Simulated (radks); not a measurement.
# Dipole-allowed lines with 30 electrons: Ga⁺, Ge²⁺, As³⁺, Se⁴⁺, Br⁵⁺

An exercise on one series of results from a longer session: the logs are not shown, and one member is left open.

Program: radks (a radial shooting solver on a logarithmic mesh, Libxc functionals) version 1. Level of theory: scalar-relativistic Kohn-Sham, exchange-only LDA, spin-polarised, spherical densities, finite nucleus. These are calculated values, not measurements, unless marked.

1 further run of the same task is left out (set aside as unsound or not needed).

## What is computed

* species: Ga⁺ ([Ar] 3d10 4s2), Ge²⁺ ([Ar] 3d10 4s2), As³⁺ ([Ar] 3d10 4s2), Se⁴⁺ ([Ar] 3d10 4s2), Br⁵⁺ ([Ar] 3d10 4s2)

Set-up of the first run:

The run's settings:

```text
Z 31
configuration [Ar] 3d10 4s2 4p0 5s0 4d0 4f0
relativity scalar-relativistic
functional lda,
spin polarised
nucleus finite rms 3.9973 fm
c 137.035999084
response adiabatic LDA kernel, real frequencies
```

Run with:

```
> python run_ks.py task.json out
```

This one command runs every case of the session in turn.

Steps of the session up to this table: Ga⁺, [Ar] 3d10 4s2; Ge²⁺, [Ar] 3d10 4s2; As³⁺, [Ar] 3d10 4s2; Se⁴⁺, [Ar] 3d10 4s2; Br⁵⁺, [Ar] 3d10 4s2.

One of the session's tables, all rows but one given; the rest of the session is left out.

| species | −ε(HOMO) (eV) | first line (eV) | strongest line (eV) | static α (bohr³) |
| --- | --- | --- | --- | --- |
| Ga⁺ | 15.445 | 8.874 | 8.874 | 17.23 |
| Ge²⁺ | 28.303 | 11.721 | 11.721 | 10.01 |
| As³⁺ | ? | ? | ? | ? |
| Se⁴⁺ | 60.693 | 16.910 | 16.910 | 4.650 |
| Br⁵⁺ | 79.973 | 19.417 | 19.417 | 3.445 |

Estimate the missing values for As³⁺.

The run gave: −ε(HOMO) (eV): 43.440; first line (eV): 14.361; strongest line (eV): 14.361; static α (bohr³): 6.583. In the column «−ε(HOMO) (eV)» it lies between Ge²⁺ (28.303) and Se⁴⁺ (60.693).

Against the values (averaged over fine structure) of the NIST Handbook of Basic Atomic Spectroscopic Data the first line is off by +0.11 eV in Ga⁺. Very weak lines can be missed, and lines above minus the highest eigenvalue dissolve into this model's continuum.
